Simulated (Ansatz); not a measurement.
# B3N3H6 (SMILES B1NBNBN1) at PBE0/def2-SVP

What is the electronic atomisation energy of B3N3H6 at PBE0/def2-SVP? 

The calculation is run with Ansatz 0.2.0.

43 further runs of the same task are left out: 1 that didn't finish, 42 set aside as unsound or not needed.

## 1. The molecule

The species is B3N3H6 (12 atoms), meant as a singlet with charge 0. As SMILES, `B1NBNBN1`. Geometry: relaxed at PBE0-D4/def2-TZVP. This is one conformer, not always the lowest.

Bond lengths: B1–N2 1.425 Å, N2–B3 1.425 Å, B3–N4 1.425 Å, N4–B5 1.425 Å, B1–N6 1.425 Å, B5–N6 1.425 Å, B1–H7 1.197 Å, N2–H8 1.006 Å, B3–H9 1.197 Å, N4–H10 1.006 Å, B5–H11 1.197 Å, N6–H12 1.006 Å. Some angles: B1–N2–B3 122.9°, N2–B1–N6 117.1°, N2–B3–N4 117.1°, B3–N4–B5 122.9°, N4–B5–N6 117.1°, B1–N6–B5 122.9°, B1–N2–H8 118.6°, B3–N2–H8 118.6°, N2–B1–H7 121.4°, N6–B1–H7 121.4°.

## 2. A single-point energy at PBE0/def2-SVP

molecule.yaml reads:

```yaml
crystal:
  periodic: [false, false, false]
  atoms:
    - symbol: B
      position_ang: [-0.725600, -1.223220, 0.253660]
    - symbol: "N"
      position_ang: [0.524170, -0.956610, 0.883320]
    - symbol: B
      position_ang: [1.265120, 0.238610, 0.655490]
    - symbol: N
      position_ang: [0.704960, 1.188460, -0.246430]
    - symbol: B
      position_ang: [-0.539530, 0.984630, -0.909140]
    - symbol: "N"
      position_ang: [-1.229160, -0.231820, -0.636840]
    - symbol: H
      position_ang: [-1.326890, -2.236960, 0.463830]
    - symbol: H
      position_ang: [0.899850, -1.642240, 1.516360]
    - symbol: H
      position_ang: [2.313570, 0.436330, 1.198680]
    - symbol: H
      position_ang: [1.210210, 2.040210, -0.423070]
    - symbol: H
      position_ang: [-0.986620, 1.800580, -1.662600]
    - symbol: H
      position_ang: [-2.110080, -0.397960, -1.093280]
basis:
  gaussian:
    orbitals: def2-SVP
accuracy: high
hamiltonian:
  xc: pbe0
output: {orbitals: {seedname: orbitals}}
```

The run is started by

```console
$ ansatz run molecule.yaml --threads 1 --pin off --max-ram 3480MiB --events-out events.jsonl --progress --plain --runs-dir runs
```

What it wrote:

```text
Warning: RAYON_NUM_THREADS=1 ignored (pool sized by the plan → 1); use --threads N
Functional definition: PBE0
  name "PBE0"
  parameter a = 0.25
  parameter kappa = 0.804
  parameter beta = 0.06672455060314922
  exchange = (1 - a)*pbe_x(kappa = kappa, mu = beta*pi^2/3) + a*exact_x
  correlation = pbe_c(beta = beta)
2856 factors; integrals over basis functions are off by at most 3.1e-9 eV
mean field evaluation 1: about -6579.9786 eV, gradient 7.1e1 eV
mean field evaluation 2: about -6570.1996 eV, gradient 9.6e1 eV
mean field evaluation 4: about -6590.2071 eV, gradient 7.6e-1 eV
mean field evaluation 8: about -6590.4635 eV, gradient 9.2e-2 eV
mean field evaluation 16: about -6590.4635 eV, gradient 4.9e-6 eV
mean field -6590.46353861 eV, -242.1950678673 hartree, gradient 1.3e-8 eV, S^2 0.000000; 0 other end points of the search recorded, 0 dependent functions left out
reference -6590.46354142 eV, -242.1950679704 hartree; 21, 21 occupied and 93, 93 virtual orbitals, 2856 factors
Total energy: -6590.46354142 eV, -242.1950679704 hartree
```

It took 14 s on 1 thread of Intel Xeon Platinum 8175M at 2.50GHz (Skylake/Cascade Lake), shared host; peak memory 0.49 GiB.

## 3. The B atom, same level

job.yaml reads:

```yaml
crystal:
  periodic: [false, false, false]
  atoms:
    - {symbol: B, position_ang: [0.000000, 0.000000, 0.000000]}
basis:
  gaussian: {orbitals: def2-SVP}
total_charge: 0
magnetization: {spin_polarized: true, initial_magnetization: 1}
hamiltonian: {xc: pbe0}
accuracy: high
```

The run is started by

```console
$ ansatz run job.yaml --threads 1 --pin off --max-ram 3480MiB --events-out events.jsonl --progress --plain --runs-dir runs
```

What it wrote, shortened:

```text
Warning: RAYON_NUM_THREADS=1 ignored (pool sized by the plan → 1); use --threads N
[... 7 set-up lines as earlier in the session ...]
92 factors; integrals over basis functions are off by at most 2.8e-9 eV
mean field evaluation 1: about -669.0540 eV, gradient 2.4e0 eV
mean field evaluation 2: about -669.1068 eV, gradient 4.7e-1 eV
mean field evaluation 4: about -669.1095 eV, gradient 6.9e-2 eV
mean field evaluation 8: about -669.1095 eV, gradient 1.5e-5 eV
mean field -669.10951219 eV, -24.5893210341 hartree, gradient 3.2e-8 eV, S^2 0.752361; 0 other end points of the search recorded, 0 dependent functions left out
reference -669.10951362 eV, -24.5893210868 hartree; 3, 2 occupied and 11, 12 virtual orbitals, 92 factors
Total energy: -669.10951362 eV, -24.5893210868 hartree
```

It took 0.36 s on 1 thread of Intel Xeon Platinum 8175M at 2.50GHz (Skylake/Cascade Lake), shared host.

## 4. The H atom at the same level

job.yaml reads:

```yaml
crystal:
  periodic: [false, false, false]
  atoms:
    - {symbol: H, position_ang: [0.000000, 0.000000, 0.000000]}
basis:
  gaussian: {orbitals: def2-SVP}
magnetization: {spin_polarized: true, initial_magnetization: 1}
hamiltonian: {xc: pbe0}
accuracy: high
```

The run is started by

```console
$ ansatz run job.yaml --threads 1 --pin off --max-ram 3480MiB --events-out events.jsonl --progress --plain --runs-dir runs
```

What it wrote, shortened:

```text
Warning: RAYON_NUM_THREADS=1 ignored (pool sized by the plan → 1); use --threads N
[... 7 set-up lines as earlier in the session ...]
15 factors; integrals over basis functions are off by at most 8.9e-10 eV
mean field evaluation 1: about -13.6123 eV, gradient 3.3e-1 eV
mean field evaluation 2: about -13.6122 eV, gradient 3.3e-1 eV
mean field evaluation 4: about -13.6136 eV, gradient 4.5e-6 eV
mean field evaluation 8: about -13.6136 eV, gradient 1.3e-10 eV
mean field -13.61360498 eV, -0.5002907553 hartree, gradient 2.2e-10 eV, S^2 0.750000; 0 other end points of the search recorded, 0 dependent functions left out
reference -13.61360633 eV, -0.5002908051 hartree; 1, 0 occupied and 4, 5 virtual orbitals, 15 factors
Total energy: -13.61360633 eV, -0.5002908051 hartree
```

It took 0.2 s on 1 thread of Intel Xeon Platinum 8175M at 2.50GHz (Skylake/Cascade Lake), shared host.

## 5. The N atom at the same level

in.yaml reads:

```yaml
crystal:
  periodic: [false, false, false]
  atoms:
    - {symbol: "N", position_ang: [0.000000, 0.000000, 0.000000]}
basis:
  gaussian:
    orbitals: def2-SVP
magnetization:
  spin_polarized: true
  initial_magnetization: 3
hamiltonian:
  xc: pbe0
accuracy: high
```

Run the same way, it converges to -54.47898 Eh (log not shown).

## 6. What came out

At PBE0/def2-SVP:

```
                     quantity          value
       molecule: total energy  -242.19507 Eh
        molecule: HOMO energy       -8.04 eV
        molecule: LUMO energy        0.59 eV
      molecule: HOMO–LUMO gap        8.63 eV
         B atom: total energy   -24.58932 Eh
                 B atom: ⟨S²⟩          0.752
         H atom: total energy    -0.50029 Eh
                 H atom: ⟨S²⟩          0.750
         N atom: total energy   -54.47898 Eh
                 N atom: ⟨S²⟩          3.753
electronic atomisation energy      54.108 eV
```

What this shows: Taking the molecule apart into free atoms costs 54.11 eV (1248 kcal/mol), before zero-point energy and without spin-orbit coupling.
